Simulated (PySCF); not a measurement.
**From one method to the next for HgP (quartet)**

Aim: see what other levels and later steps give for HgP (quartet).

Method: each script names its method and basis; program: PySCF 2.14.0.

7 further runs of the same task are left out: 2 for a known fault of the program, 5 that didn't finish.

### Step 1. The starting structure

HgP (quartet): 2 atoms, charge 0, spin multiplicity 4.

Bond lengths: Hg1–P2 2.440 Å.

### Step 2. The base run

input.py reads:

```python
from pyscf import gto, scf, mp

mol = gto.M(
    atom='Hg 0 0 0; P 0 0 2.44',
    basis='jorge-dzp',
    charge=0,
    spin=3,
    symmetry=True,
    verbose=3,
)
mf = scf.UHF(mol)
mf.kernel()
mp.MP2(mf).kernel()
mf.dip_moment()
print('orbital energies (hartree):', [e[max(0, n-3):n+3].round(4) for e, n in zip(mf.mo_energy, mol.nelec)])
```

Command:

```console
$ OMP_NUM_THREADS=1 python input.py
```

Its log is not repeated here.

It gives: E(SCF) = -18729.479267 Eh, E(MP2) − E(SCF) = -0.56818 Eh, ⟨S²⟩ = 3.771, μ = 1.73 D (of the SCF density).

No relativity is included for the heavy element. The bond length is a typed value, not an optimised one. The quartet is typed in the script; nothing here shows that it is the ground state.

### Step 3. TDA

Variant 1 changes step after the SCF: mp2 → tda; number of roots: none → 5.

input.py reads:

```python
from pyscf import gto, scf, tdscf

mol = gto.M(
    atom='Hg 0 0 0; P 0 0 2.44',
    basis='jorge-dzp',
    charge=0,
    spin=3,
    symmetry=True,
    verbose=3,
)
mf = scf.UHF(mol)
mf.kernel()
td = tdscf.TDA(mf)
td.nstates = 5
td.kernel()
td.analyze()
mf.dip_moment()
print('orbital energies (hartree):', [e[max(0, n-3):n+3].round(4) for e, n in zip(mf.mo_energy, mol.nelec)])
```

Command:

```console
$ OMP_NUM_THREADS=1 python input.py
```

### Step 4. MP2

Variant 2 changes frozen orbitals: none → 28.

Edit input.py of step 2 so:

```diff
@@ -12,3 +12,3 @@
 mf.kernel()
-mp.MP2(mf).kernel()
+mp.MP2(mf, frozen=28).kernel()
 mf.dip_moment()
```

### Step 5. CASSCF (ROHF)

Variant 3 changes step after the SCF: mp2 → casscf; SCF type: UHF → ROHF; active space: none → 5 electrons in 6 orbitals.

input.py reads:

```python
from pyscf import gto, scf, mcscf

mol = gto.M(
    atom='Hg 0 0 0; P 0 0 2.44',
    basis='jorge-dzp',
    charge=0,
    spin=3,
    symmetry=True,
    verbose=3,
)
mf = scf.ROHF(mol)
mf.kernel()
mc = mcscf.CASSCF(mf, 6, 5)
mc.kernel()
mc.analyze()
mf.dip_moment()
print('orbital energies (hartree):', mf.mo_energy[..., max(0, mol.nelec[1]-3):mol.nelec[0]+3].round(4))
```

### Step 6. Gradient

Variant 4 changes step after the SCF: mp2 → gradient.

Edit input.py of step 2 so:

```diff
@@ -1,2 +1,2 @@
-from pyscf import gto, scf, mp
+from pyscf import gto, scf
 
@@ -12,3 +12,3 @@
 mf.kernel()
-mp.MP2(mf).kernel()
+mf.nuc_grad_method().kernel()
 mf.dip_moment()
```

Before running it: what results should come out? Wanted: for each run, E(SCF); from base; gap, α spin; SCF dipole; after the SCF.

As calculated:

```csv
run,E(SCF) (hartree),from base (eV),"gap, α spin (eV)",SCF dipole (D),after the SCF
base,-18729.479267,0,7.51,1.73,MP2 correlation -15.461 eV
TDA,-18729.479267,0.0000,7.51,1.73,lowest root found 2.23 eV
MP2,-18729.479267,0.0000,7.51,1.73,"MP2 correlation -13.611 eV, core frozen"
CASSCF (ROHF),-18729.473986,+0.1437,n/a,1.86,CASSCF correlation -0.457 eV
gradient,-18729.479267,0.0000,7.51,1.73,n/a
```

What this shows: The dearest run is “TDA”, at 15 s against 4.8 s.
